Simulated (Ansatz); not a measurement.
# Sn2F: the cost of one run

Program: Ansatz 0.2.0. Level of theory: DFT PBE, scalar-relativistic, plane waves, PAW. These are calculated values, not measurements.

1 further run of the same task is left out (it didn't finish).

### 1 The system as given

Symmetry: P6/mmm, No. 191, hexagonal system. Conventional cell: a = 4.272 Å, b = 4.272 Å, c = 4.556 Å, α = 90.00°, β = 90.00°, γ = 120.00°. Sn (site symmetry -6m2) has 3 Sn at 2.47 Å and 6 F at 3.36 Å as nearest neighbours. F (site symmetry 6/mmm) is surrounded by 12 Sn at 3.36 Å.

As a file:

```xyz
3
Lattice="4.2717 0.0000 0.0000 -2.1359 3.6994 0.0000 0.0000 0.0000 4.5556" Properties=species:S:1:pos:R:3 pbc="T T T"
Sn    2.1359    1.2331    2.2778
Sn    0.0000    2.4663    2.2778
F     0.0000    0.0000    0.0000
```

A structure generator made this guess: species swapped into a database cell of EuGa2 (P6/mmm, No. 191), with F on the Eu sites and Sn on the Ga sites. Its size is a rough estimate.

### 2 A first look at the guess

The input, input.yaml:

```yaml
crystal:
  lattice:
    - [4.27174834, 0.0, 0.0]
    - [-2.13587417, 3.69944259, 0.0]
    - [0.0, 0.0, 4.55555333]
  atoms:
    - { symbol: Sn, position: [0.66666667, 0.33333333, 0.5] }
    - { symbol: Sn, position: [0.33333333, 0.66666667, 0.5] }
    - { symbol: F, position: [0.0, 0.0, 0.0] }
basis:
  ecutwfc: 420
kpoints:
  mp_grid: { grid: [6, 6, 4] }
hamiltonian:
  xc: pbe
scf:
  occupations: { method: gaussian, width: 0.1 }
  lower_state_search: "off"
output:
  forces: true
  stress: true
  eigenvalues: true
```

Command:

```
$ ansatz run input.yaml --threads 1 --pin off --max-ram 2560MiB --backend cpu --events-out ev --progress --plain --runs-dir out
```

**Question.** How long does this run take on 1 thread of Arm Neoverse V2, shared host, and how much memory does it need?

About 2.2 s, with a peak of 0.32 GiB.
